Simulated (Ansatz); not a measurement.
# C4H6Se, SMILES C1=CC[Se]C1: vertical spin-state energies

With Ansatz's Python interface.

Typed at the interpreter:
```pycon
>>> import ansatz
>>> from ase import Atoms
>>> atoms = Atoms(["C", "C", "C", "Se", "C", "H", "H", "H", "H", "H", "H"], positions=[
...     [-0.6451, 0.8147, 0.2175],
...     [0.6475, 0.8366, -0.0893],
...     [1.3238, -0.4635, -0.3522],
...     [-0.0027, -1.8707, -0.1453],
...     [-1.3253, -0.5085, 0.2767],
...     [-1.1885, 1.7325, 0.4188],
...     [1.1936, 1.7729, -0.1466],
...     [1.7266, -0.4768, -1.3861],
...     [2.1473, -0.6143, 0.3763],
...     [-2.149, -0.5427, -0.4661],
...     [-1.7283, -0.6801, 1.2963],
... ])
>>> c4h6se = ansatz.Crystal.molecule_from_ase(atoms)
>>> calc = (
...     c4h6se.calculation()
...     .basis(gaussian="def2-SVP")
...     .functional("pbe", dispersion="d4")
... )
>>> found = {}
>>> for unpaired in [0, 2]:
...     report = calc.spin("collinear", total=unpaired).run(threads=1, backend="cpu").report
...     s = unpaired / 2
...     found[unpaired] = report["free_energy_ev"]
...     print(f"2S+1 = {unpaired + 1}: E = {found[unpaired]:.5f} eV, <S^2> = {abs(report['mean_field']['state']['spin_squared']):.3f} (pure state {s * (s + 1):.2f})")
...
2S+1 = 1: E = -69568.50531 eV, <S^2> = 0.000 (pure state 0.00)
2S+1 = 3: E = -69564.38295 eV, <S^2> = 2.001 (pure state 2.00)
>>> lowest = min(found, key=found.get)
>>> for unpaired, e in found.items():
...     print(f"multiplicity {unpaired + 1}: {96.485332 * (e - found[lowest]):.1f} kJ/mol above the lowest")
...
multiplicity 1: 0.0 kJ/mol above the lowest
multiplicity 3: 397.7 kJ/mol above the lowest
```

In order: multiplicity 1 (+0.00 eV) and multiplicity 3 (+4.12 eV), all at the one geometry.

Notes:
- These settings explore the input space; basis and method may be short of convergence.
- The geometry is a force-field or estimated start, not a minimum of this method, and the basis set is short of its limit. All parts are taken at fixed geometry, without zero-point energy.
- Finished in 34 s on 1 thread of Arm Neoverse V1, on a shared host, peak memory 0.39 GiB.
